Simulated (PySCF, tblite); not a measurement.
# C4H11AsOSi2: geometry, infrared bands and NMR shifts

Wanted: the infrared bands and NMR shifts of C4H11AsOSi2 (`C=C([SiH3])[C@@H]([AsH2])[SiH2]C=O`), by calculation.

The runs use tblite 0.8.0 and PySCF 2.14.0, with density-fitted response routines of our own; the level of theory stands in each step. All values are computed, except where a source is named. Atoms count from 0, in the outputs and in this text.

## (1) The molecule as given

19 atoms, charge 0, multiplicity 1; geometry from: force field or distance geometry start.

Bonds of the start (Å): C0–C1 1.33, C1–Si2 1.86, C1–C3 1.51, C3–As4 1.99, C3–Si5 1.87, Si5–C6 1.85, C6–O7 1.23, C0–H8 1.08, C0–H9 1.10, Si2–H10 1.48, Si2–H11 1.46, Si2–H12 1.48, C3–H13 1.11, As4–H14 1.56, As4–H15 1.56, Si5–H16 1.46, Si5–H17 1.46, C6–H18 1.08.

## (2) Geometry optimisation with GFN2-xTB

The job: settings as JSON, then the geometry in Å.

```
{"job": {"kind": "relax", "xc": "GFN2-xTB", "basis": "xTB"}, "charge": 0, "multiplicity": 1}
C     -2.118700    -0.578700     0.116500
C     -1.065900     0.070200     0.608800
Si    -1.310300     1.312300     1.967600
C      0.339000    -0.206800     0.115700
As     0.797100    -2.126300     0.353800
Si     0.537900     0.289800    -1.675700
C      2.306400     0.118400    -2.182500
O      3.178400     0.754000    -1.596400
H     -2.009400    -1.320700    -0.666100
H     -3.132400    -0.369900     0.488300
H     -2.201100     2.384300     1.468000
H     -0.036100     1.893300     2.376800
H     -1.953900     0.663000     3.130900
H      1.079000     0.374700     0.708500
H      0.846200    -1.983700     1.905800
H      2.327300    -1.844900     0.209800
H     -0.296600    -0.558100    -2.523800
H      0.131300     1.688100    -1.829700
H      2.572000    -0.549800    -2.983900
```

Run with:

```
> OMP_NUM_THREADS=1 python probes_run.py task.json out
```

The driver reads the jobs from task.json and runs them one after another.

**Question.** This job is followed by: GFN2-xTB harmonic vibrations, gas phase; GIAO PBE0/pcSseg-1 NMR shielding, non-relativistic, gas phase. What will the session give for the following? strongest single infrared mode (GFN2-xTB); zero-point energy (GFN2-xTB); 13C shifts against TMS (PBE0/pcSseg-1); 1H shifts against TMS (PBE0/pcSseg-1, means over atoms taken as alike); 29Si shifts against TMS (PBE0/pcSseg-1); 75As shifts against AsH3 (PBE0/pcSseg-1); 17O shifts against H2O (PBE0/pcSseg-1).

As calculated:

| quantity | value |
| --- | --- |
| strongest single infrared mode (GFN2-xTB) | 1882 cm⁻¹, 740 km/mol |
| zero-point energy (GFN2-xTB) | 75.4 kcal/mol |
| 13C shifts against TMS (PBE0/pcSseg-1) | 243.1, 154.6, 137.5, 20.3 ppm |
| 1H shifts against TMS (PBE0/pcSseg-1, means over atoms taken as alike) | 12.43, 6.50, 6.11, 4.33, 4.27, 4.20, 3.75, 2.78 ppm |
| 29Si shifts against TMS (PBE0/pcSseg-1) | -44.4, -71.4 ppm |
| 75As shifts against AsH3 (PBE0/pcSseg-1) | 310 ppm |
| 17O shifts against H2O (PBE0/pcSseg-1) | 947.8 ppm |

**Reading.** The optimisation took 269 steps and gained 0.294 eV; among the close pairs (by a distance rule), Si5–C6 changed most, from 1.848 to 1.919 Å. No mode is imaginary among the 51: a minimum at this level. The strongest single mode, at 1882 cm⁻¹, moves mainly H14. Unscaled tight-binding wavenumbers are off by several per cent, some by more. Its intensities can rank the bands wrongly. At PBE0/pcSseg-1: The widest tensor belongs to O7: span 2100 ppm, with a paramagnetic part of -1007 ppm. Spin-orbit coupling is left out, which matters for shieldings and couplings at and beside the heavy atoms.
